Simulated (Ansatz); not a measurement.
# AlFH₂OZn: how energies converge with the basis set

The task here is to estimate one member of a computed series from the others.

Computed with Ansatz 0.2.0, Gaussian basis. Level: one geometry, several basis sets.

The runs, in order: PBE0-D4/def2-SVP; ωB97M-V/def2-SVP; PBE0-D4/def2-QZVPP; ωB97M-V/def2-QZVPP; the functionals' def2-TZVPP values are taken from earlier runs.

**The relaxed structure**

The geometry comes from an earlier relaxation with PBE0-D4 in a triple-zeta def2 set; it is a stationary point.

SMILES `[OH][AlH][Zn][F]`, 6 atoms, charge 0, spin multiplicity 1.

Atoms are counted from 1 here; the program's logs count them from 0.

Bond lengths: O1–Al2 1.698 Å, O1–H5 0.957 Å, Al2–Zn3 2.445 Å, Al2–H6 1.590 Å, Zn3–F4 1.770 Å. Angles: Al2–O1–H5 123.7°, O1–Al2–Zn3 113.7°, O1–Al2–H6 119.1°, Zn3–Al2–H6 127.2°, Al2–Zn3–F4 179.7°.

The first run:

Contents of in.yaml:

```yaml
crystal:
  periodic: [false, false, false]
  atoms:
    - {symbol: O, position_ang: [-1.280619, 1.048497, -0.555844]}
    - {symbol: Al, position_ang: [0.160179, 0.597188, 0.220812]}
    - {symbol: Zn, position_ang: [0.671279, -1.786484, 0.034499]}
    - {symbol: F, position_ang: [1.048197, -3.511237, -0.096155]}
    - {symbol: H, position_ang: [-1.615924, 1.944288, -0.572372]}
    - {symbol: H, position_ang: [1.016889, 1.707747, 0.969050]}
basis:
  gaussian: {orbitals: def2-SVP}
hamiltonian: {xc: pbe0, dispersion: d4}
output: {orbitals: {seedname: orbitals}}
```

Run with:

```
$ ansatz run in.yaml --threads 2 --pin off --events-out ev --progress --plain --max-ram 4352MiB
```

Among the steps run: PBE0-D4 in def2-SVP; ωB97M-V in def2-SVP; PBE0-D4 in def2-QZVPP; ωB97M-V in def2-QZVPP.

One of the session's tables, all rows but one given; the rest of the session is left out.

It belongs to the step «Functionals by basis». 

```
functional       basis  HOMO (eV)  LUMO (eV)
   PBE0-D4    def2-SVP      -7.51      -1.70
   PBE0-D4  def2-TZVPP          ?          ?
   PBE0-D4  def2-QZVPP      -7.77      -2.10
   ωB97M-V    def2-SVP      -9.50       0.09
   ωB97M-V  def2-TZVPP      -9.81      -0.43
   ωB97M-V  def2-QZVPP      -9.81      -0.55
```

Estimate the missing values for PBE0-D4, def2-TZVPP.

The run gave: HOMO (eV): -7.78; LUMO (eV): -2.08. In the column «HOMO (eV)» it lies between ωB97M-V, def2-SVP (-9.50) and PBE0-D4, def2-QZVPP (-7.77).
